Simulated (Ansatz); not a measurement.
**C₆H₅O₂ radical: energies up the ladder**

One table from this session's results is given with a row withheld; the runs are named, their logs left out.

Computed with Ansatz 0.2.0 (the levels named in each step, unless a step's input says otherwise).

### Starting point

Bond lengths: O1–C2 1.237 Å, C2–C3 1.453 Å, C3–C4 1.367 Å, C4–C5 1.393 Å, C5–C6 1.408 Å, C6–O7 1.354 Å, C2–C8 1.445 Å, C6–C8 1.371 Å, C3–H9 1.079 Å, C4–H10 1.080 Å, C5–H11 1.078 Å, O7–H12 0.965 Å, C8–H13 1.081 Å. Angles (14 of 19 angles, heavy atoms first): O1–C2–C3 121.9°, O1–C2–C8 122.0°, C3–C2–C8 116.0°, C2–C3–C4 121.1°, C3–C4–C5 121.0°, C4–C5–C6 120.1°, C5–C6–O7 116.9°, C5–C6–C8 120.2°, O7–C6–C8 122.9°, C2–C8–C6 121.5°, C2–C3–H9 117.0°, C4–C3–H9 121.9°, C3–C4–H10 120.1°, C5–C4–H10 118.9°.

As a file:

```xyz
13

O    -1.6095   -1.8202    0.7429
C    -0.9653   -0.8403    0.3488
C    -1.6183    0.3700   -0.1209
C    -0.8898    1.4420   -0.5561
C     0.5024    1.4075   -0.5647
C     1.1830    0.2581   -0.1199
O     2.5361    0.2941   -0.1594
C     0.4797   -0.8310    0.3266
H    -2.6970    0.3799   -0.1106
H    -1.3914    2.3340   -0.9015
H     1.0837    2.2480   -0.9080
H     2.9026   -0.5394    0.1616
H     0.9839   -1.7219    0.6753
```

Set-up of the first run:

input.yaml

```yaml
crystal:
  periodic: [false, false, false]
  atoms:
    - { symbol: O, position_ang: [-1.60949, -1.82018, 0.74287] }
    - { symbol: C, position_ang: [-0.96526, -0.84026, 0.34881] }
    - { symbol: C, position_ang: [-1.61832, 0.37003, -0.12091] }
    - { symbol: C, position_ang: [-0.88982, 1.44196, -0.55613] }
    - { symbol: C, position_ang: [0.5024, 1.40747, -0.56474] }
    - { symbol: C, position_ang: [1.18296, 0.25805, -0.11991] }
    - { symbol: O, position_ang: [2.53612, 0.29409, -0.15943] }
    - { symbol: C, position_ang: [0.47969, -0.83099, 0.32658] }
    - { symbol: H, position_ang: [-2.69703, 0.37991, -0.11061] }
    - { symbol: H, position_ang: [-1.39139, 2.33398, -0.90146] }
    - { symbol: H, position_ang: [1.0837, 2.24797, -0.90798] }
    - { symbol: H, position_ang: [2.90265, -0.53943, 0.1616] }
    - { symbol: H, position_ang: [0.98387, -1.72189, 0.67532] }
magnetization:
  spin_polarized: true
  initial_magnetization: 1
basis:
  gaussian: { orbitals: def2-SVPD }
hamiltonian:
  xc: pbe
  dispersion: d4
relax:
  f_tol: 0.03
  max_steps: 200
```

Started as:

```console
ansatz run input.yaml --threads 8 --pin off --max-ram 22528MiB --backend cpu --events-out ev --progress --plain --runs-dir out
```

Steps of the session up to this table: A rough first relaxation, PBE-D4/def2-SVPD; Relaxation, PBE0-D4/def2-TZVPD; Relaxation, PBE0-D4/def2-SVPD; Frequencies, PBE0-D4/def2-SVPD; Single point, PBE-D4/def2-TZVPPD; Single point, r2SCAN-D4/def2-TZVPPD; Single point, B3LYP-D4/def2-TZVPPD; Single point, wB97M-V/def2-TZVPPD; Single point, B2PLYP/def2-TZVPPD; Single point, PBE0-D4/def2-TZVPPD; Single point, LDA/def2-TZVPPD; Single point, PBE0-D4/def2-SVPD; Single point, PBE-D4/def2-SVPD; The anion of multiplicity 1 at the same geometry, PBE0-D4/def2-TZVPPD; The anion of multiplicity 1 at the same geometry, PBE-D4/def2-TZVPPD; The anion of multiplicity 1 at the same geometry, r2SCAN-D4/def2-TZVPPD; The anion of multiplicity 1 at the same geometry, B3LYP-D4/def2-TZVPPD; The anion of multiplicity 1 at the same geometry, wB97M-V/def2-TZVPPD; The anion of multiplicity 1 at the same geometry, B2PLYP/def2-TZVPPD.

One table of the session follows, with a row left open; its other results are not shown here.

It belongs to the step «Vertical electron affinity». 

```
                level  vertical electron affinity (eV)  from B2PLYP/def2-TZVPPD (eV)
  PBE0-D4/def2-TZVPPD                            2.106                        -0.109
   PBE-D4/def2-TZVPPD                            2.146                        -0.069
r2SCAN-D4/def2-TZVPPD                            2.040                        -0.175
 B3LYP-D4/def2-TZVPPD                            2.181                        -0.034
  wB97M-V/def2-TZVPPD                                ?                             ?
   B2PLYP/def2-TZVPPD                            2.215                        -0.000
```

**Question.** Estimate the row for wB97M-V/def2-TZVPPD.

**Answer.** vertical electron affinity (eV): 2.135; from B2PLYP/def2-TZVPPD (eV): -0.080. In the column «vertical electron affinity (eV)» it lies between PBE0-D4/def2-TZVPPD (2.106) and PBE-D4/def2-TZVPPD (2.146).
